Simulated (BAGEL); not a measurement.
# GaAsH6 (SMILES [GaH3-][AsH3+]): HF/6-31G(d) (density fitting with qzvpp-jkfit, spherical functions)

Aim: the vertical singlet–triplet gap of GaAsH6 at HF/6-31G* (density fitting with qzvpp-jkfit, spherical functions), from 2 runs. 

Program for the calculation: BAGEL 1.2.2.

**1. Starting point**

The species is GaAsH6 (8 atoms), meant as a singlet with charge 0. As SMILES, `[GaH3-][AsH3+]`. Geometry: relaxed at PBE0-D4/def2-TZVP.

Bond lengths: Ga1–As2 2.660 Å, Ga1–H3 1.574 Å, Ga1–H4 1.574 Å, Ga1–H5 1.574 Å, As2–H6 1.509 Å, As2–H7 1.509 Å, As2–H8 1.509 Å. Some angles: Ga1–As2–H6 120.3°, Ga1–As2–H7 120.4°, Ga1–As2–H8 120.3°, As2–Ga1–H3 96.1°, As2–Ga1–H4 96.0°, As2–Ga1–H5 96.1°, H6–As2–H7 96.8°, H6–As2–H8 96.8°, H7–As2–H8 96.8°, H3–Ga1–H4 118.9°.

**2. A single-point energy at HF/6-31G(d) (density fitting with qzvpp-jkfit, spherical functions)**

Contents of calc.json:

```json
{ "bagel" : [

{
  "title" : "molecule",
  "basis" : "6-31gs.json",
  "df_basis" : "qzvpp-jkfit",
  "angstrom" : true,
  "geometry" : [
    { "atom" : "Ga", "xyz" : [      -0.484000,       0.147800,      -1.471200 ] },
    { "atom" : "As", "xyz" : [       0.365000,      -0.117600,       1.036000 ] },
    { "atom" : "H", "xyz" : [       0.423200,      -0.988100,      -2.075500 ] },
    { "atom" : "H", "xyz" : [      -1.996500,      -0.166900,      -1.167600 ] },
    { "atom" : "H", "xyz" : [      -0.038000,       1.648300,      -1.639500 ] },
    { "atom" : "H", "xyz" : [       1.005200,       1.046800,       1.750900 ] },
    { "atom" : "H", "xyz" : [       1.421100,      -1.139300,       1.379400 ] },
    { "atom" : "H", "xyz" : [      -0.603800,      -0.488100,       2.131900 ] }
  ]
},

{
  "title" : "hf"
},

{
  "title" : "print",
  "file" : "orbitals.molden",
  "orbitals" : true
}

]}
```

The basis set 6-31G* is read from a file made from the Basis Set Exchange's data (not shown).

On the command line:

```console
$ BAGEL_NUM_THREADS=1 BAGEL calc.json > calc.out
```

The log of the run:

```text
* using 1 threads per process

  ===============================================================
  ===============================================================

  *** Geometry ***

  { "atom" : "Ga", "xyz" : [     -0.914627,      0.279302,     -2.780165 ] },
  { "atom" : "As", "xyz" : [      0.689750,     -0.222232,      1.957756 ] },
  { "atom" : "H", "xyz" : [      0.799732,     -1.867238,     -3.922127 ] },
  { "atom" : "H", "xyz" : [     -3.772838,     -0.315395,     -2.206444 ] },
  { "atom" : "H", "xyz" : [     -0.071810,      3.114836,     -3.098206 ] },
  { "atom" : "H", "xyz" : [      1.899553,      1.978165,      3.308721 ] },
  { "atom" : "H", "xyz" : [      2.685490,     -2.152965,      2.606688 ] },
  { "atom" : "H", "xyz" : [     -1.141017,     -0.922375,      4.028707 ] },

  Number of auxiliary basis functions:      640

  Since a DF basis is specified, we compute 2- and 3-index integrals:
    o Being stored without compression. Storage requirement is 0.030 GB

  Number of basis functions:       76
  Number of electrons      :       70

    * METHOD: MOLECULE                             0.47

  *** RHF ***

  === Nuclear Repulsion ===
   301.5805314521

      * DIIS with orbital gradients will be used.

  === RHF iteration (6-31gs.json) ===
      0      -4160.26237514          0.00781452           0.13
      1      -4160.30103057          0.00381609           0.12
      2      -4160.30618805          0.00129612           0.12
      3      -4160.30722680          0.00016177           0.12
      4      -4160.30724701          0.00006707           0.12
      5      -4160.30725027          0.00001100           0.12
      6      -4160.30725044          0.00000205           0.12
      7      -4160.30725045          0.00000055           0.12
      8      -4160.30725045          0.00000011           0.12
      9      -4160.30725045          0.00000005           0.12
     10      -4160.30725045          0.00000002           0.12
     11      -4160.30725045          0.00000000           0.12
    * SCF iteration converged.

    * Permanent dipole moment:
           (   -0.483663,     0.151245,    -1.427724) a.u.

    * METHOD: HF                                   1.79

    * METHOD: PRINT                                0.02

  ===============================================================
```

Wall time 2.4 s (1 thread of Arm Neoverse V1, shared host); peak memory 0.15 GiB.

**3. The triplet at the same level**

Contents of input.json:

```json
{ "bagel" : [

{
  "title" : "molecule",
  "basis" : "6-31gs.json",
  "df_basis" : "qzvpp-jkfit",
  "angstrom" : true,
  "geometry" : [
    { "atom" : "Ga", "xyz" : [   -0.484000,    0.147800,   -1.471200 ] },
    { "atom" : "As", "xyz" : [    0.365000,   -0.117600,    1.036000 ] },
    { "atom" : "H", "xyz" : [    0.423200,   -0.988100,   -2.075500 ] },
    { "atom" : "H", "xyz" : [   -1.996500,   -0.166900,   -1.167600 ] },
    { "atom" : "H", "xyz" : [   -0.038000,    1.648300,   -1.639500 ] },
    { "atom" : "H", "xyz" : [    1.005200,    1.046800,    1.750900 ] },
    { "atom" : "H", "xyz" : [    1.421100,   -1.139300,    1.379400 ] },
    { "atom" : "H", "xyz" : [   -0.603800,   -0.488100,    2.131900 ] }
  ]
},
{
  "title" : "uhf",
  "nopen" : 2
},
{
  "title" : "print",
  "file" : "orbitals.molden",
  "orbitals" : true
}

]}
```

The basis set 6-31G* is read from a file made from the Basis Set Exchange's data (not shown).

On the command line:

```console
$ BAGEL_NUM_THREADS=1 BAGEL input.json > input.out
```

The log of the run:

```text
* using 1 threads per process

  ===============================================================
  ===============================================================

  *** Geometry ***

  { "atom" : "Ga", "xyz" : [     -0.914627,      0.279302,     -2.780165 ] },
  { "atom" : "As", "xyz" : [      0.689750,     -0.222232,      1.957756 ] },
  { "atom" : "H", "xyz" : [      0.799732,     -1.867238,     -3.922127 ] },
  { "atom" : "H", "xyz" : [     -3.772838,     -0.315395,     -2.206444 ] },
  { "atom" : "H", "xyz" : [     -0.071810,      3.114836,     -3.098206 ] },
  { "atom" : "H", "xyz" : [      1.899553,      1.978165,      3.308721 ] },
  { "atom" : "H", "xyz" : [      2.685490,     -2.152965,      2.606688 ] },
  { "atom" : "H", "xyz" : [     -1.141017,     -0.922375,      4.028707 ] },

  Number of auxiliary basis functions:      640

  Since a DF basis is specified, we compute 2- and 3-index integrals:
    o Being stored without compression. Storage requirement is 0.030 GB

  Number of basis functions:       76
  Number of electrons      :       70

    * METHOD: MOLECULE                             0.47

  *** Open-shell HF ***

  === Nuclear Repulsion ===
   301.5805314521

      * DIIS with orbital gradients will be used.

  === UHF iteration (6-31gs.json) ===
      0      -4159.95823495          0.01761731           0.24
      1      -4160.03692710          0.01060219           0.24
      2      -4160.05151983          0.00689762           0.24
      3      -4160.05638098          0.00122645           0.24
      4      -4160.05867468          0.00058970           0.24
      5      -4160.05919441          0.00035475           0.24
      6      -4160.05968347          0.00019978           0.24
      7      -4160.05985727          0.00013431           0.24
      8      -4160.05991628          0.00012620           0.24
      9      -4160.05993846          0.00012923           0.24
     10      -4160.05991321          0.00012266           0.24
     11      -4160.05987782          0.00010312           0.24
     12      -4160.05983498          0.00006110           0.24
     13      -4160.05984142          0.00003235           0.24
     14      -4160.05984489          0.00001796           0.24
     15      -4160.05984639          0.00001219           0.24
     16      -4160.05984709          0.00000707           0.24
     17      -4160.05984731          0.00000470           0.24
     18      -4160.05984735          0.00000377           0.24
     19      -4160.05984737          0.00000361           0.24
     20      -4160.05984737          0.00000362           0.24
     21      -4160.05984738          0.00000374           0.24
     22      -4160.05984733          0.00000312           0.24
     23      -4160.05984730          0.00000249           0.24
     24      -4160.05984728          0.00000165           0.24
     25      -4160.05984728          0.00000113           0.24
     26      -4160.05984729          0.00000077           0.24
[... 21 lines of this table left out ...]
     48      -4160.05984730          0.00000003           0.24
     49      -4160.05984730          0.00000003           0.24
     50      -4160.05984730          0.00000003           0.24
     51      -4160.05984730          0.00000003           0.24
     52      -4160.05984730          0.00000003           0.24
     53      -4160.05984730          0.00000003           0.24
     54      -4160.05984730          0.00000003           0.24
     55      -4160.05984730          0.00000003           0.24
     56      -4160.05984730          0.00000002           0.24
     57      -4160.05984730          0.00000002           0.24
     58      -4160.05984730          0.00000002           0.24
     59      -4160.05984730          0.00000001           0.24
     60      -4160.05984730          0.00000001           0.24
    * SCF iteration converged.

    * S^2 (UHF) is 2.0671

    * Permanent dipole moment:
           (   -0.379925,    -0.177542,    -2.262579) a.u.

    * METHOD: UHF                                 14.92

    * METHOD: PRINT                                0.02

  ===============================================================
```

Run time: 16 s. Hardware: 1 thread of Arm Neoverse V1, shared host; peak memory 0.15 GiB.

**4. Summary of results**

Level: HF/6-31G* (density fitting with qzvpp-jkfit, spherical functions).

| quantity | value |
| --- | --- |
| singlet: total energy | -4160.30725 Eh |
| singlet: dipole moment | 3.85 D |
| singlet: HOMO energy | -10.89 eV |
| singlet: LUMO energy | 2.51 eV |
| singlet: HOMO–LUMO gap | 13.40 eV |
| triplet: total energy | -4160.05985 Eh |
| triplet: dipole moment | 5.85 D |
| triplet: ⟨S²⟩ | 2.067 |
| vertical energy of the triplet above the singlet | 6.732 eV |

In words: At this shape the triplet lies 6.73 eV (155 kcal/mol) above the singlet.
